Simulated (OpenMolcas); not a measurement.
# Ag²⁺ among point charges: CASSCF and CASPT2 levels and susceptibility

Aim: the splitting of the states of Ag²⁺ in the field of 5 point charges, its lowest levels with spin-orbit coupling and its magnetic susceptibility.

Method: state-averaged CASSCF and CASPT2, spin-orbit coupling by RASSI with atomic mean-field integrals. Code: OpenMolcas 26.06.

## 1. The atom as given

| Item | Value |
| --- | --- |
| Species | Ag²⁺ (silver, Z = 47, 45 electrons) |
| Basis | ANO-RCC-VDZP [6s5p3d1f], 43 functions |
| Scalar Hamiltonian | DKH2, point nucleus |
| Inactive shells | 1s 2s 2p 3s 3p 3d 4s 4p |
| Active space | 9 electrons in 5 orbitals (4d) |
| Some configurations of this space | 4d9 |
| Orbitals | optimised for each spin and parity, averaged over all roots |

The outer shells:

4d9
```
4d [↑↓][↑↓][↑↓][↑↓][↑ ]
```

The ion sits among 5 point charges of -1 e arranged as a square pyramid (C4v), 2.16 Å from the ion, with the axial distance 2.549 Å.

Each step is its own input file, run in one work folder so that later steps find the files of earlier ones. Labels, J, g values, rates, χT and fits are worked out afterwards by a script from the matrices that RASSI stores.

## 2. One- and two-electron integrals

Contents of a.inp:

```
&GATEWAY
Coord
1

Ag 0.0 0.0 0.0
Basis=ANO-RCC-VDZP
Group=NoSym
NoMove
AngMom=0.0 0.0 0.0
AMFI
XField
5 Angstrom 0
2.160000 0.000000 0.000000 -1.000000
0.000000 2.160000 0.000000 -1.000000
-2.160000 0.000000 0.000000 -1.000000
0.000000 -2.160000 0.000000 -1.000000
0.000000 0.000000 2.548800 -1.000000
&SEWARD
```

Run with:

```
$ OMP_NUM_THREADS=1 MOLCAS_MEM=1689 MOLCAS_PROJECT=a pymolcas a.inp > a.log
```

## 3. Reference wave functions, doublets, 5 roots

Contents of a.inp:

```
&RASSCF
FileOrb=start.orb
Symmetry=1
Spin=2
nActEl=9 0 0
Inactive=18
Ras2=5
CIRoot=5 5 1
SDav=5
CIMx=300
Iter=120 100
PrWF=0.3
OrbListing=Nothing
MaxOrb=0
>>> COPY $Project.JobIph JOB001
```

start.orb holds the contracted functions of the basis, ordered by shell, or the orbitals of the step before.

## 4. State interaction with spin-orbit coupling

Contents of a.inp:

```
&RASSI
NrOfJobIphs=1 5
1 2 3 4 5
IphNames
JOB001
EJob
SpinOrbit
DIPRint=1.0
SOCoupling=1000.0
Subsets=2
Property=9
'ANGMOM' 1 'ANGMOM' 2 'ANGMOM' 3 'MLTPL  1' 1 'MLTPL  1' 2 'MLTPL  1' 3
'AMFI' 1 'AMFI' 2 'AMFI' 3
SOProperty=3
'ANGMOM' 1 'ANGMOM' 2 'ANGMOM' 3
```

## 5. CASPT2: IPEA 0.25, imaginary shift 0.1 (closed shells correlated: 4s 4p)

Contents of a.inp:

```
>>> COPY JOB001 $Project.JobIph
&CASPT2
Multistate=5 1 2 3 4 5
NoMult
Frozen=14
IPEA=0.25
Imaginary=0.1
MaxIter=60
WThr=0.0 0.3 0.05
PrWF=0.5
NoMix
```

(Steps that only read results are left out.)

Before running it: what results should come out? Wanted: spin-free ground state; first state of the same spin within the active space; lowest level; next level.

The runs gave:

| quantity | value |
| --- | --- |
| method | SS-CASPT2, IPEA 0.25, imaginary shift 0.1 (closed shells correlated: 4s 4p) |
| spin-free ground state | doublet, 1-fold in its orbital part |
| first state of the same spin within the active space | doublet at 3060 cm⁻¹ |
| lowest level | 2-fold, g = 1.75, 1.75, 4.80 |
| next level | 3844.2 cm⁻¹ |
| χT at 300 K | 0.98 cm³ K/mol |
| effective moment at 300 K | 2.79 μB |

Cost by method:

| method | time of its own steps | time with the reference |
| --- | --- | --- |
| A. CASSCF | 3.2 s | 3.2 s |
| B. SS-CASPT2, IPEA 0.25, imaginary shift 0.1, +4s 4p | 1.3 s | 4.5 s |

Times are of one thread on a shared host.

In words: The spin-free ground state (doublet) comes to 100 % from free-ion D terms and keeps the highest spin of the shell. χT at 300 K is 0.98, against 0.38 cm³ K/mol for the spin alone, so orbital moment adds to it. The field of point charges can differ much from that of real complexes. Point charges carry no covalency, so the field is a model and not that of real ligands.
